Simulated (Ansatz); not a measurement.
Working through a ranking of polymorphs by energy of 2 structures of CdIn3

Program: Ansatz's Python interface.

Interactive session:
```pycon
>>> from dataclasses import dataclass
>>> import warnings
>>> import ansatz as az
>>> import numpy as np
>>> import spglib
>>> @dataclass(frozen=True)
... class RunConfig:
...     cutoff_ev: int = 550
...     k_spacing: float = 0.3
...     smearing: str = "fermi_dirac"
...     sigma: float = 0.05
...
>>> settings = RunConfig()
>>> PHASES = {
...     "P6_3/mmc": (
...         [(6.53558, 0.0, 0.0), (-3.26779, 5.65998, 0.0), (0.0, 0.0, 5.54681)],
...         [
...             ("Cd", (2 / 3, 1 / 3, 0.25)),
...             ("Cd", (1 / 3, 2 / 3, 0.75)),
...             ("In", (0.33394, 0.16697, 0.75)),
...             ("In", (0.83303, 0.16697, 0.75)),
...             ("In", (0.83303, 0.66606, 0.75)),
...             ("In", (0.66606, 0.83303, 0.25)),
...             ("In", (0.16697, 0.83303, 0.25)),
...             ("In", (0.16697, 0.33394, 0.25)),
...         ],
...     ),
...     "Fm-3m": (
...         [(0.0, 3.72554, 3.72554), (3.72554, 0.0, 3.72554), (3.72554, 3.72554, 0.0)],
...         [
...             ("Cd", (0.0, 0.0, 0.0)),
...             ("In", (0.25, 0.25, 0.25)),
...             ("In", (0.75, 0.75, 0.75)),
...             ("In", (0.5, 0.5, 0.5)),
...         ],
...     ),
... }
>>> def build(vectors, sites):
...     crystal = az.Crystal(lattice=az.Lattice.of(vectors))
...     for symbol, position in sites:
...         crystal = crystal.atom(symbol, position)
...     return crystal
...
>>> def compute(name, crystal):
...     calc = (
...         crystal.calculation()
...         .functional(az.Functional.PBESOL)
...         .basis(settings.cutoff_ev)
...         .kpoints(spacing=settings.k_spacing)
...         .occupations(settings.smearing, width=settings.sigma)
...         .stress()
...         .band_table()
...     )
...     return calc.run(threads=1, pin="off")
...
>>> def volume_per_atom(outcome):
...     return abs(np.linalg.det(outcome.lattice.cell_ang)) / len(outcome.lattice.sites)
...
>>> def pressure_gpa(outcome):
...     return float(np.trace(outcome.report["stress_gpa"]) / 3)
...
>>> def space_group(outcome):
...     sites = outcome.report["lattice"]["sites"]
...     kinds = sorted({site["symbol"] for site in sites})
...     cell = (outcome.lattice.cell_ang, [site["position_frac"] for site in sites], [kinds.index(site["symbol"]) for site in sites])
...     return spglib.get_spacegroup(cell, symprec=0.01)
...
>>> warnings.simplefilter("ignore")
>>> phases = {name: build(*cell) for name, cell in PHASES.items()}
>>> done = {name: compute(name, crystal) for name, crystal in phases.items()}
>>> energy = {name: o.report["energy_sigma0_ev"] / len(o.lattice.sites) for name, o in done.items()}
>>> lowest = min(energy.values())
>>> rows = [(name, len(o.lattice.sites), 1000 * (energy[name] - lowest), volume_per_atom(o), pressure_gpa(o), space_group(o)) for name, o in done.items()]
>>> rows.sort(key=lambda row: row[2])
>>> print("     phase       atoms  dE (meV/atom)  V (A^3/atom)     P (GPa)  space group")
     phase       atoms  dE (meV/atom)  V (A^3/atom)     P (GPa)  space group
>>> for row in rows:
...     print(f"{str(row[0]):>10}  {row[1]:10d}  {row[2]:13.1f}  {row[3]:12.3f}  {row[4]:10.2f}  {str(row[5]):>11}")
...
  P6_3/mmc           8            0.0        25.648       -1.22  P6_3/mmc (194)
     Fm-3m           4           55.7        25.855       -1.52  Fm-3m (225)
```

By space group at the end of each run: P6_3/mmc (+0 meV an atom, 25.6 Å³) and Fm-3m (+56 meV an atom, 25.9 Å³).

Caveats:
- For the metals among these phases the mesh is modest: differences between phases can be off by up to 40 meV an atom.
- Pressure is positive in compression.
- The cells come from databases of deposited and of computed structures, and not all need be stable phases.
- The ranking holds among these structures alone, at zero temperature; the ground state may be another structure. Differences under about 40 meV an atom lie within the error of mesh and functional.
- The whole script took 19 s on 1 thread of Arm Neoverse V1, on a shared host, peak memory 0.65 GiB.
